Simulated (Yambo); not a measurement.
# NiO (Fm-3m) in Yambo: a series of runs

The runs below take NiO through optical spectrum by the Bethe-Salpeter equation, with LDA.

All numbers are computed with Yambo 5.3.0; they aren't measurements. Logs are shortened: lines on timing, memory, paths and dates and some standing lists are left out, and cuts for length are marked.

## (1) The structure

The structure is cubic, space group Fm-3m (No. 225). The conventional cell has a = 4.172 Å, b = 4.172 Å, c = 4.172 Å, α = 90.00°, β = 90.00°, γ = 90.00°. Ni (site symmetry m-3m) has 6 O at 2.09 Å as nearest neighbours. Around O (site symmetry m-3m) lie 6 Ni at 2.09 Å.

## (2) Optical spectrum by the Bethe-Salpeter equation, LDA, collinear spin, ferromagnetic start

Input file bse3.in:

```
optics
bse
bss
rim_cut
em1s
RandQpts= 1000000
RandGvec= 50 RL
Chimod= "HARTREE"
% BndsRnXs
 1 | 42 |
%
NGsBlkXs= 5 Ry
% LongDrXs
 1 | 1 | 1 |
%
BSKmod= "SEX"
BSEmod= "retarded"
BSSmod= "h"
% BSEQptR
 1 | 1 |
%
% BSEBands
 9 | 17 |
%
BSENGexx= 30 Ry
BSENGBlk= 5 Ry
% BEnRange
 0 | 15 | eV
%
% BDmRange
 0.05 | 0.05 | eV
%
BEnSteps= 200
% BLongDir
 1 | 1 | 1 |
%
BSEprop= "abs"
BSHayTrs= -0.02
```

Input file scf.in:

```
&CONTROL
  calculation = 'scf'
  prefix = 'pwscf'
  outdir = './tmp'
  pseudo_dir = './pseudo'
/
&SYSTEM
  ibrav = 0
  nat = 2
  ntyp = 2
  ecutwfc = 98
  nbnd = 22
  occupations = 'smearing'
  smearing = 'fd'
  degauss = 0.00367493
  nspin = 2
  starting_magnetization(1) = 0.0556
  starting_magnetization(2) = 0
  force_symmorphic = .true.
/
&ELECTRONS
  conv_thr = 4d-10
  electron_maxstep = 120
  mixing_beta = 0.3
/
ATOMIC_SPECIES
Ni    58.6934 Ni.upf
O     15.9990 O.upf
CELL_PARAMETERS bohr
   0.0000000000    3.9417828252    3.9417828252
   3.9417828252    0.0000000000    3.9417828252
   3.9417828252    3.9417828252    0.0000000000
ATOMIC_POSITIONS bohr
Ni     0.0000000000    0.0000000000    0.0000000000
O      3.9417828252    3.9417828252    3.9417828252
K_POINTS automatic
12 12 12 0 0 0
```

Input file nscf.in:

```
&CONTROL
  calculation = 'nscf'
  prefix = 'pwscf'
  outdir = './tmp'
  pseudo_dir = './pseudo'
/
&SYSTEM
  ibrav = 0
  nat = 2
  ntyp = 2
  ecutwfc = 98
  nbnd = 42
  occupations = 'smearing'
  smearing = 'fd'
  degauss = 0.00367493
  nspin = 2
  starting_magnetization(1) = 0.0556
  starting_magnetization(2) = 0
  force_symmorphic = .true.
/
&ELECTRONS
  conv_thr = 1d-08
  diago_full_acc = .true.
  diago_thr_init = 1d-06
/
ATOMIC_SPECIES
Ni    58.6934 Ni.upf
O     15.9990 O.upf
CELL_PARAMETERS bohr
   0.0000000000    3.9417828252    3.9417828252
   3.9417828252    0.0000000000    3.9417828252
   3.9417828252    3.9417828252    0.0000000000
ATOMIC_POSITIONS bohr
Ni     0.0000000000    0.0000000000    0.0000000000
O      3.9417828252    3.9417828252    3.9417828252
K_POINTS automatic
4 4 4 0 0 0
```

Potentials or basis: PseudoDojo 0.4.1 SR LDA standard.

On the command line:

```sh
$ OMP_NUM_THREADS=1 pw.x -in scf.in > scf.out
$ OMP_NUM_THREADS=1 pw.x -in nscf.in > nscf.out
$ cd tmp/pwscf.save; p2y; mv SAVE ../..; cd ../..
$ OMP_NUM_THREADS=1 yambo
$ mkdir -p bse3; ln -s $PWD/bse1/ndb.em1s* bse3/
$ mkdir -p bse3; ln -s $PWD/g0w00/ndb.RIM bse3/
$ OMP_NUM_THREADS=1 yambo -F bse3.in -J bse3 -C bse3_out
```

Yambo's report:

```text
[... sections 02.01 to 02.04 as in the set-up run ...]

  [02.05] Energies & Occupations
  ==============================

  [WARNING] Merged spin levels are metallic
  [X] === Spin Independent ===
  [X] Electronic Temperature                        :  0.258693E-1   300.200    [eV K]
  [X] Bosonic    Temperature                        :  0.258606E-1   300.100    [eV K]
  [X] Finite Temperature mode                       : yes
  [X] El. density                                   :  0.13222E+25 [cm-3]
  [X] Fermi Level                                   :  14.11002 [eV]

  [X] === Spin up channel ===
  [X] Conduction Band Min                  [spin UP]:  14.11002 [eV]
  [X] Valence Band Max                     [spin UP]:  14.11002 [eV]
  [X] Filled Bands                         [spin UP]:  11
  [X] Metallic Bands                       [spin UP]:  12  13
  [X] Empty Bands                          [spin UP]:   14   42

  [X] === Spin dn channel ===
  [X] Conduction Band Min                  [spin DN]:  14.11002 [eV]
  [X] Valence Band Max                     [spin DN]:  14.11002 [eV]
  [X] Filled Bands                         [spin DN]:  11
  [X] Metallic Bands                       [spin DN]:  12  13
  [X] Empty Bands                          [spin DN]:   14   42

  [X] === Metallic Characters ===
  [X] N of el / N of met el                [spin UP]:  12.00000   1.41856
  [X] Average metallic occ.                [spin UP]:  0.354640
  [X] N of el / N of met el                [spin DN]:  12.00000   2.36599
  [X] Average metallic occ.                [spin DN]:  0.591498

  [WARNING] [X] Metallic system

  [WARNING] Merged spin levels are metallic

 [03] Transferred momenta grid and indexing
 ==========================================

 IBZ Q-points                                      :   8
 BZ  Q-points                                      :   64

 K/Q-points units:
 rlu = crystal or reduced units; cc = cartesian coordinates; iku = interal k-units

 Q [1]          [rlu]:  0.000000  0.000000  0.000000
 Q [2]          [rlu]:  0.19593E-17  0.19593E-17  0.25000
 Q [3]          [rlu]: -0.39187E-17 -0.39187E-17 -0.50000
 Q [4]          [rlu]: -0.57037E-18  0.25000      0.25000
 Q [5]          [rlu]: -0.86450E-17  0.25000      0.50000
 Q [6]          [rlu]: -0.39187E-17  0.25000     -0.25000
 Q [7]          [rlu]:  0.11407E-17 -0.50000     -0.50000
 Q [8]          [rlu]:  0.250000 -0.500000 -0.250000

 [04] Coloumb potential Random Integration (RIM)
 ===============================================

 Summary of Coulomb integrals for non-metallic bands |Q|[au] RIM/Bare

 Q [1] 0.100000E-4 0.995988 * Q [2] 0.345110 1.066458
 Q [4] 0.398499 1.065091 * Q [6] 0.563563 1.027253
 Q [5] 0.660836 1.020682 * Q [3] 0.690220 1.017918
 Q [7] 0.796998 1.014689 * Q [8] 0.891071 1.011759

 [WARNING] [BS] User bands 9-17 break level degeneracy

 [05] Dipoles
 ============

  [05.01] Setup: observables and procedures
  =========================================

  [WF-Oscillators/G space/Transverse up loader] Normalization (few states)  min/max  :  0.35762E-16   1.0000

  [WR./bse3//ndb.dipoles]---------------------------------------------------------
   Brillouin Zone Q/K grids (IBZ/BZ)                :    8   64    8   64
   RL vectors                                       :  2637 [WF]
   Fragmentation                                    : yes
   Electronic Temperature                           :  300.2000 [K]
   Bosonic    Temperature                           :  300.1000 [K]
   DIP band range                                   :    1   42
   DIP band range limits                            :  13  12
   DIP e/h energy range                             : -1.000000 -1.000000 [eV]
   RL vectors in the sum                            :  2637
   [r,Vnl] included                                 : yes
   Bands ordered                                    : yes
   Direct v evaluation                              : no
   Approach used                                    : G-space v
   Dipoles computed                                 : R V P [G-space]
   Wavefunctions                                    : Slater exchange(X)+Perdew & Wang(C)

  [WARNING] [r,Vnl^pseudo] included in position and velocity dipoles.

  [WARNING] In case H contains other non local terms, these are neglected

 [06] Static Dielectric Matrix
 =============================

 [07] Bethe Salpeter Equation driver
 ===================================

  [07.01] Bethe Salpeter Equation @q1
  ===================================

   [07.01.01] Transition pre-analysis @q1
   ======================================

   [07.01.02] Transition Groups build-up @q1
   =========================================

   [BSK] Transition groups (total):   8
   [BSK] Size (resonant):  2792
   [BSK]         (total):  2792
   [BSK] N. of matrices :  1

   [07.01.03] Loading Dipoles @q1
   ==============================

   [07.01.04] Independent Particles properties @q1
   ===============================================

   [WARNING] The system is a metal but Drude term not included.

   [07.01.05] BSE Kernel @q1 (Resonant CORRRELATION EXCHANGE)
   ==========================================================

   [BSE] Exchange components :   339
   [BSE] Correlation components :   27  181

    [07.01.05.01] Screened interaction header I/O
    =============================================

    [07.01.05.02] Main kernel loop
    ==============================

    [WR./bse3//ndb.BS_Q1_CPU_0]-----------------------------------------------------
     Brillouin Zone Q/K grids (IBZ/BZ)                :    8   64    8   64
     RL vectors                                       :  2637 [WF]
     Coulomb cutoff potential                         : none
     Parallel CPUs
     Parallel Roles
     Fragmentation                                    : no
     BS kernel          wavefunctions                 : Slater exchange(X)+Perdew & Wang(C)
     Static diel. fun.  energies                      : Slater exchange(X)+Perdew & Wang(C)
     wavefunctions                                    : Slater exchange(X)+Perdew & Wang(C)
     [K] Identifier                                   :   9636
     [K] Dimension                                    :  2792
     [K] Bands                                        :   9  17
     [K] Exchange                                     : yes [res]
     [K] Correlation                                  : yes [res]
     [K] Kernel`s coupling                            : no
     [K] Exchange                                     : no [cpl]
     [K] Correlation                                  : no [cpl]
     [K] W interaction is bare                        : no
     [K] ALDA kernel in R-space                       : no
     [K] RL vectors                                   :   339 [exchange]
     [K] RL vectors                                   :  27 [correlation]
     [K] E/h energy range                             : -1.000000 -1.000000 [eV]
     [K] Coupling range                               :  100.0000  100.0000 [o/o]
     [W] Interaction is diagonal                      : no
     [W] Matrix size                                  :  27
     [W] Bands                                        :    1   42
     [W] e/h energy range                             : -1.000000 -1.000000 [eV]
     [W] Poles                                        :  100.0000 [o/o]
     [W] RL vectors in the sum                        :  2637
     [W] [r,Vnl] included                             : yes
     [W] Field direction                              :  0.577350E-5  0.577350E-5  0.577350E-5
     [W] Coulomb Cutoff                               : none
     [W] Hxc Kernel                                   : HARTREE
     [RIM] RL components                              :   51 [col]
     [RIM] Random points                              :  1000000 [col]
     [SOC] Perturbative SOC                           : no
     [K] Kernel long-range exchange                   : BAR

    [07.01.05.03] Wave-Function Phases
    ==================================

    [BSE] WF phases found       :  53.35648 [o/o]

   [07.01.06] BSE solver(s) @q1
   ============================

   [07.01.07] Haydock Solver in the optics basis @q1 using the hermitian scheme
   ============================================================================

   Accuracy (requested)      : -0.020000 [o/o]
   Accuracy (reached)        :  0.014935 [o/o]
   Iterations                :  220
```

What came out:

```
Band gap on the k mesh, mean-field level : none (metal or under the smearing width)
Net moment                               : 0.49 μB per cell
```

Dielectric function (along the field direction of the input):
```
energy (eV)  real part  imaginary part
       0.30    -121.02           48.95
       0.75      -1.52           20.02
       1.28      -7.26            5.00
       1.81      -8.71            6.62
       2.26      -4.41            1.74
       2.79      -1.76            0.20
       3.32      -0.29            0.10
       3.84       0.70            0.10
       4.30       2.61            1.10
       4.82       0.84            0.10
       5.35       1.69            0.11
       5.80       2.38            0.59
       6.33       2.44            2.60
       6.86       0.97            0.43
       7.39       3.83            1.05
       7.84      -0.91            1.47
       8.37      -0.55            1.31
       8.89       0.68            0.13
       9.42       1.46            0.16
       9.87       2.94            0.99
      10.40       1.65            1.44
      10.93       1.35            0.73
      11.38       2.47            1.27
      11.91      -2.76            5.49
      12.44      -1.94            3.48
      12.96       0.40            0.20
      13.42       1.45            1.78
      13.94      -0.76            0.68
      14.47       0.44            0.19
      15.00       0.44            0.48
```

Caveat: the k mesh is coarse (spacing up to 0.65 Å⁻¹), so the values aren't converged; the intraband (Drude) term of the metal is left out; the ground state has no gap, which makes the many-body step unreliable; the transitions start from uncorrected Kohn-Sham levels, so peaks lie too low; exciton energies and binding change strongly with the k mesh and aren't converged on this one; spectra need much finer meshes, so this one isn't converged; a cell with one magnetic atom can't hold antiferromagnetic order, which such compounds often take; semilocal functionals often make such compounds metallic where correlation or magnetic order opens a gap, which also shifts bond lengths.

(Part 1 of 3 ends here.)
